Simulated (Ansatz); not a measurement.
I need a single point from a YAML input of TaRe, space group Cmmm. Use the Python package of Ansatz (0.2.0). Use: r2SCAN, PAW, the default cutoff (500 eV here), 11×11×7 k-points, Gaussian smearing of 0.1 eV.

`input.yaml`
```yaml
crystal:
  lattice:
    - [1.596333, -2.289316, 0.0]
    - [1.596333, 2.289316, 0.0]
    - [0.0, 0.0, 4.444093]
  atoms:
    - { symbol: Ta, position: [0.5, 0.5, 0.5] }
    - { symbol: Re, position: [0.0, 0.0, 0.0] }
kpoints:
  mp_grid: { grid: [11, 11, 7] }
hamiltonian:
  xc: r2scan
scf:
  occupations: { method: gaussian, width: 0.1 }
output:
  forces: true
  stress: true
```

`tare.py`
```python
'''TaRe from YAML text.'''

import ansatz
import numpy as np

planned = ansatz.Session.from_deck('input.yaml').plan(threads=1, pin='off')
outcome = planned.execute()
r = outcome.report

print('%-22s %14.5f eV' % ('F = E - TS', r['free_energy_ev']))
print('%-22s %14.5f eV' % ('E', r['internal_energy_ev']))
print('%-22s %14.5f eV' % ('Harris-Foulkes', r['harris_foulkes_ev']))
print('%-22s %14.5f eV' % ('Fermi level', r['fermi_energy_ev']))

# the stress is positive in compression
print('pressure by term (GPa)')
for term, tensor in r['stress_terms_gpa'].items():
    if np.any(tensor):
        print(f'  {term:28s} {np.trace(np.array(tensor)) / 3:12.3f}')
print(f'  {"total":28s} {np.trace(np.array(r["stress_gpa"])) / 3:12.3f}')

# forces in eV per angstrom
forces = np.array(r['forces_ev_ang'])
norms = np.linalg.norm(forces, axis=1)
print('largest force {:.4f} eV/A on atom {}'.format(norms.max(), norms.argmax()))
print(np.array2string(forces, precision=4, suppress_small=True))

used = r['setup']
print('cutoffs (eV):', used['ecut_ev'], used['ecutrho_ev'], ' FFT grid:', used['fft_dense'])
print('cell volume {:.3f} A^3, {} symmetry operations'.format(used['cell_volume_ang3'], used['n_sym_ops']))

print('doubts on the final state:', r['published_state_doubts'] or 'none')
print('warnings:', sorted({n['data']['kind'] for n in outcome.notices if n['data'].get('severity') in ('warning', 'doubt')}) or 'none')
```

```console
$ python tare.py
DeckWarning: basis.ecutwfc = 500 eV, auto-derived from the records' recommended cutoffs: set by Ta (their level for a meta-GGA)
F = E - TS               -20825.63125 eV
E                        -20825.62576 eV
Harris-Foulkes           -20825.63125 eV
Fermi level                  21.62139 eV
pressure by term (GPa)
  kinetic                          2984.290
  hartree                           787.123
  ewald                           -5303.709
  local_pseudopotential            2318.115
  nonlocal_pseudopotential         -264.819
  augmentation                      246.350
  nlcc                            -1107.660
  xc                                338.704
  augmentation_tail                  -0.001
  scf_correction                     -0.001
  pulay_correction                    0.049
  total                              -1.560
largest force 0.0000 eV/A on atom 0
[[-0.  0.  0.]
 [ 0.  0.  0.]]
cutoffs (eV): 500.0 2000.0  FFT grid: [24, 24, 36]
cell volume 32.482 A^3, 8 symmetry operations
doubts on the final state: none
warnings: none
```
(Warnings from the package without file and line, repeats left out.)

Notes:
- Total energies depend on the potentials; only differences at equal settings carry meaning. A total without «per atom» is that of the cell as typed.
- The run is spin-unpolarised.
- For a metal this k-point mesh is coarse: on a finer one energies can move by several to tens of meV an atom and pressures by half a GPa or more, differences at one mesh by less.
- Only differences from the Fermi energy are physical; the zero of the scale is a convention.
- Pressure is positive in compression.
- Spin-orbit coupling, which matters for elements this heavy, is left out.
- This cell is a computed structure, which may not be the phase found in nature.
- Timing: 11 s on 1 thread of Arm Neoverse V1 (shared host), peak memory 0.52 GiB.
